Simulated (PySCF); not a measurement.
**The bond of SnBr−, level by level**

One job finds the state of SnBr−, follows it along the bond with each method and fits the curves.

Program: PySCF 2.14.0. Level of theory: Sn def2-TZVPPD with ECP28, Br def2-TZVPPD, scalar-relativistic core potentials. These are calculated values, not measurements.

## Step 1: Input

The job is set up so:

```
atoms                         : Sn, Br
charge                        : -1
basis                         : Sn def2-TZVPPD with ECP28, Br def2-TZVPPD
Hamiltonian                   : scalar-relativistic core potentials
basis functions               : 113
electrons treated             : 58
masses in u                   : 119.9022, 78.9183
levels                        : PBE0, PBE, r²SCAN, TPSSh, B97-3, M06-L, B3LYP, revPBE, CAM-B3LYP, HF, MP2, SCS-MP2
grid                          : 80 radial by 434 angular points
occupations                   : held fixed by the projection of orbital angular momentum
dissociation limit            : Sn + Br−, each in its ground configuration
starting distance in angstrom : 2.565
values of 2S to try           : 0, 2
```

Launch:

```sh
$ OMP_NUM_THREADS=2 python dia.py task.json out
```

After this run come: PBE0 along the bond; Other states along the same grid; PBE (GGA); r²SCAN (meta-GGA); TPSSh; B97-3 (global hybrid GGA); M06-L (meta-GGA); B3LYP (global hybrid GGA); revPBE (GGA); CAM-B3LYP (range-separated hybrid); UHF.

**Question.** What will these runs give? Wanted: for each run, Re; ωe; De; μ.

As calculated:

Lowest PBE0 solution found, without spin–orbit coupling: ³Σ⁻ (triplet), unpaired electrons π ↑↑. State 2 has its PBE0 minimum 0.24 eV higher, as a spin-mixed determinant (⟨S²⟩ = 1.01), so this is no gap between pure states. State 3 has its PBE0 minimum 0.94 eV higher. The other levels ran on the lowest alone.

| level | Re (Å) | ωe (cm⁻¹) | De (eV) | μ (D) |
| --- | --- | --- | --- | --- |
| UHF | 2.780 | 149.6 | 1.20 | -1.26 |
| UHF-MP2 | 2.701 | 170.6 | 1.59 | n/a |
| UHF-SCS-MP2 | 2.726 | 164.1 | 1.48 | n/a |
| PBE | 2.731 | 164.0 | 1.69 | -0.43 |
| revPBE | 2.758 | 157.1 | 1.53 | -0.57 |
| r²SCAN | 2.704 | 171.8 | 1.76 | -0.36 |
| M06-L | 2.740 | 159.4 | 1.69 | -0.30 |
| TPSSh | 2.718 | 167.8 | 1.66 | -0.51 |
| B3LYP | 2.755 | 157.7 | 1.48 | -0.80 |
| PBE0 | 2.706 | 170.1 | 1.66 | -0.52 |
| B97-3 | 2.738 | 161.1 | 1.51 | -0.67 |
| CAM-B3LYP | 2.725 | 163.8 | 1.48 | -0.87 |

De is counted to Sn + Br− in their ground configurations. A positive dipole points from Sn to Br; in an ion it is taken about the centre of mass and does not tell which atom is negative.

In words: The methods spread over 0.079 Å in bond length, from UHF-MP2 to UHF. Of the levels with a De here, UHF gives the least (1.20 eV) and r²SCAN the most (1.76 eV).

Correlated steps freeze 13 core orbitals. These are scalar-relativistic numbers at best; spin–orbit coupling would shift them, the dissociation energy most. With some functionals the highest level of the anion is positive, from self-interaction error or because the anion is truly unbound there; the finite basis then holds the extra electron, and no neutral molecule was run to test the binding.
